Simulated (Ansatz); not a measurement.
# Mg5Zn, space group R32: a projected density of states

Computed with the Python package of Ansatz (0.2.0).

Typed at the interpreter:
```pycon
>>> import ansatz as az
>>> import numpy as np
>>> xtal = (
...     az.Lattice.from_parameters(5.33948, 5.33948, 15.08595, alpha=90, beta=90, gamma=120)
...     .space_group(155)
...     .atom("Mg", (0.33979, 0.33979, 0.0))
...     .atom("Mg", (0.0, 0.0, 0.8333))
...     .atom("Zn", (2 / 3, 1 / 3, 5 / 6))
...     .primitive()
... )
>>> job = (
...     xtal.calculation()
...     .occupations("Fermi-Dirac", width=0.05)
...     .functional("lda")
...     .kpoints(5, 5, 5)
...     .scf(extra_bands=18)
...     .density_of_states(projected=True, energy_step=0.1)
... )
>>> res = job.run(threads=1, pin="off")
DeckWarning: basis.ecutwfc = 420 eV, auto-derived from the records' recommended cutoffs: set by Mg (normal level)
>>> r = res.report
>>> r["mixing_algorithm"], r["preconditioner"], r["eigensolver"]
('MSR1', 'Kerker', 'band_cg')
>>> res.lattice.cell_ang
array([[ 2.66974000e+00,  1.54137511e+00,  5.02865000e+00],
       [-2.66974000e+00,  1.54137511e+00,  5.02865000e+00],
       [-5.80262413e-16, -3.08275022e+00,  5.02865000e+00]])
>>> dos = res.density_of_states()
>>> energy = np.asarray(dos.energies_ev) - dos.fermi_ev
>>> curves = {}
>>> for site in res.projected_density_of_states().sites:
...     for shell in site.shells:
...         weight = sum(np.sum(curve.g_bin_mean_per_ev, axis=0) for curve in shell.curves)
...         name = f"{site.species} {shell.label}"
...         curves[name] = curves.get(name, 0) + weight
...
>>> print("E-EF   " + " ".join(f"{name:>8s}" for name in curves))
E-EF      Mg 2S    Mg 3S    Mg 2P    Zn 4S    Zn 3D
>>> for e in np.arange(-10, 4 + 0.1, 1.0):
...     print(f"{e:5.1f}  " + " ".join(f"{np.interp(e, energy, g):8.3f}" for g in curves.values()))
...
-10.0     0.000    0.000    0.000    0.000    0.000
 -9.0     0.000    0.000    0.000    0.000    0.000
 -8.0     0.000    0.000    0.000    0.000    0.000
 -7.0     0.001    0.295    0.000    0.090    0.287
 -6.0     0.002    0.900    0.000    0.542    0.021
 -5.0     0.001    0.947    0.000    0.123    0.007
 -4.0     0.000    1.429    0.000    0.249    0.013
 -3.0     0.000    1.478    0.000    0.271    0.013
 -2.0     0.001    1.433    0.000    0.194    0.010
 -1.0     0.001    0.710    0.000    0.065    0.005
  0.0     0.001    0.552    0.000    0.115    0.004
  1.0     0.001    0.766    0.000    0.087    0.005
  2.0     0.001    0.388    0.000    0.045    0.002
  3.0     0.000    0.342    0.000    0.031    0.002
  4.0     0.000    0.360    0.000    0.035    0.002
```

Caveats:
- For a metal this k-point mesh is coarse: on a finer one energies can move by several to tens of meV an atom and pressures by half a GPa or more, differences at one mesh by less.
- This cell is a computed structure, which may not be the phase found in nature.
- Warnings are shown shortened and without file and line.
- Curves are summed over the cell's atoms. Only shells that the potentials hold have channels, so projections don't add up to the total, least of all where a shell is missing (p of most metals); heights and places of peaks move with the mesh.
- The density of states is complete only as far up as bands were computed.
- Hardware and time: 14 s on 1 thread of Arm Neoverse V1 (shared host), peak memory 0.42 GiB.
